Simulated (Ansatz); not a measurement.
**C2H2ClF2I: a ladder of functionals and wavefunction methods**

Aim: compute C2H2ClF2I with functionals from several rungs and with coupled cluster. The yardstick is the atomisation energy at the CCSD(T) limit.

Method: functionals in def2-TZVPP, the program's frozen cores in correlated methods; program: Ansatz 0.2.0, Gaussian basis.

Levels to be run: LDA (SPW92), PBE-D4, revPBE-D4, BLYP-D4, r2SCAN-D4, B97M-V, PBE0-D4, B3LYP-D4, r2SCANh-D4, r2SCAN0-D4, HSE06-D4, BHLYP-D4, CAM-B3LYP-D4, LC-ωPBE, ωB97X-V, ωB97M-V, B2PLYP, PBE-QIDH; CCSD(T)/def2-SVP; CCSD(T)/def2-TZVPP; MP2/def2-QZVPP; extrapolation to the limit; RPA on PBE.

### Step 1. The relaxed structure

The geometry comes from an earlier relaxation with PBE0-D4 in a triple-zeta def2 set; it is a stationary point, not always the lowest conformer. I takes the def2 core potential; no spin-orbit term is included.

SMILES `FC(F)C(Cl)I`, 8 atoms, charge 0, spin multiplicity 1.

Atoms are counted from 1 here; the program's logs count them from 0.

Bond lengths: F1–C2 1.350 Å, C2–F3 1.351 Å, C2–C4 1.521 Å, C2–H7 1.094 Å, C4–Cl5 1.755 Å, C4–I6 2.138 Å, C4–H8 1.088 Å. Angles: F1–C2–F3 107.1°, F1–C2–C4 109.5°, F1–C2–H7 109.5°, F3–C2–C4 109.0°, F3–C2–H7 109.0°, C4–C2–H7 112.6°, C2–C4–Cl5 109.7°, C2–C4–I6 109.9°, C2–C4–H8 109.8°, Cl5–C4–I6 112.0°, Cl5–C4–H8 108.8°, I6–C4–H8 106.5°.

Coordinates:

```xyz
8
C2H2ClF2I
F     0.3513   -1.0043    1.4308
C     0.6828   -0.3345    0.3069
F     1.2823   -1.2188   -0.5206
C    -0.5783    0.1910   -0.3606
Cl   -0.1623    0.9934   -1.8645
I    -1.6236    1.4898    0.9780
H     1.3918    0.4612    0.5526
H    -1.2520   -0.6348   -0.5784
```

### Step 2. LDA

This LDA is Slater exchange with PW92 correlation.

The input, in.yaml:

```yaml
crystal:
  periodic: [false, false, false]
  atoms:
    - {symbol: F, position_ang: [0.351275, -1.004339, 1.430794]}
    - {symbol: C, position_ang: [0.682849, -0.334517, 0.306907]}
    - {symbol: F, position_ang: [1.282331, -1.218779, -0.520627]}
    - {symbol: C, position_ang: [-0.578304, 0.191025, -0.360589]}
    - {symbol: Cl, position_ang: [-0.162298, 0.993352, -1.864487]}
    - {symbol: I, position_ang: [-1.623629, 1.489807, 0.977992]}
    - {symbol: H, position_ang: [1.391832, 0.461225, 0.552598]}
    - {symbol: H, position_ang: [-1.251956, -0.634774, -0.578387]}
basis:
  gaussian: {orbitals: def2-TZVPP}
hamiltonian: {xc: lda}
output: {orbitals: {seedname: orbitals}}
```

Started as:

```sh
> ansatz run in.yaml --threads 4 --pin off --events-out ev --progress --plain --max-ram 10444MiB
```

The runs that follow: PBE-D4 (GGA); revPBE-D4 (GGA); BLYP-D4 (GGA); r2SCAN-D4 (meta-GGA); B97M-V (meta-GGA); PBE0-D4 (hybrid); B3LYP-D4 (hybrid); r2SCANh-D4 (hybrid); r2SCAN0-D4 (hybrid); HSE06-D4 (hybrid); BHLYP-D4 (hybrid); CAM-B3LYP-D4 (range-separated); LC-ωPBE (range-separated); ωB97X-V (range-separated); ωB97M-V (range-separated); B2PLYP (double hybrid); PBE-QIDH (double hybrid); CCSD(T) in def2-SVP; CCSD(T) in def2-TZVPP; MP2 in def2-QZVPP; RPA on PBE orbitals.

**Question.** What will the summary of the whole plan be? Wanted: atomisation energy, CCSD(T)/CBS; farthest beyond LDA; mean size of error, GGA; mean size of error, meta-GGA; mean size of error, hybrid; mean size of error, range-separated; mean size of error, double hybrid; gap, smallest and largest; T1 diagnostic.

As calculated:

```
                               quantity                                                                                                                    value
        atomisation energy, CCSD(T)/CBS                                                                                                            2788.6 kJ/mol
 functionals within 27.9 kJ/mol (1.0 %)  revPBE-D4, BLYP-D4, r2SCAN-D4, B97M-V, PBE0-D4, r2SCANh-D4, HSE06-D4, CAM-B3LYP-D4, LC-ωPBE, ωB97X-V, ωB97M-V, PBE-QIDH
                    farthest beyond LDA                                                                                                 BHLYP-D4 (-169.8 kJ/mol)
                mean size of error, GGA                                                                                                              48.7 kJ/mol
           mean size of error, meta-GGA                                                                                                              11.2 kJ/mol
             mean size of error, hybrid                                                                                                              57.2 kJ/mol
    mean size of error, range-separated                                                                                                              10.5 kJ/mol
      mean size of error, double hybrid                                                                                                              35.7 kJ/mol
              gap, smallest and largest                                                                                    4.01 eV (BLYP-D4), 11.09 eV (LC-ωPBE)
                          T1 diagnostic                                                                                                                   0.0102
triples share of the correlation energy                                                                                                                    3.2 %
```

In words: LDA overbinds by 573.4 kJ/mol (21 %). PBE-D4 is off by +119.9 kJ/mol. Double hybrids carry the basis error of their MP2 part in triple zeta, and no dispersion term here, so their miss is partly the set-up's. The rungs range-separated, meta-GGA miss on average by less than the doubt on the reference (27.9 kJ/mol), so they tie. Misses under about 27.9 kJ/mol are within the doubt on the reference itself, which lacks core-valence correlation, spin-orbit coupling and higher excitations, and its outer-core shells are covered unevenly. All levels share the lack of spin-orbit coupling, which lowers the free heavy atoms and so the true binding. Hartree-Fock recovers 67 % of the binding; the rest is correlation. CCSD(T) in def2-SVP is off by -182.9 kJ/mol, worse than the median functional, from the basis alone. Orbital gaps span 4.0 to 11.1 eV; exact exchange widens them. Correlated methods include outer-core shells of I, which these sets cover unevenly.
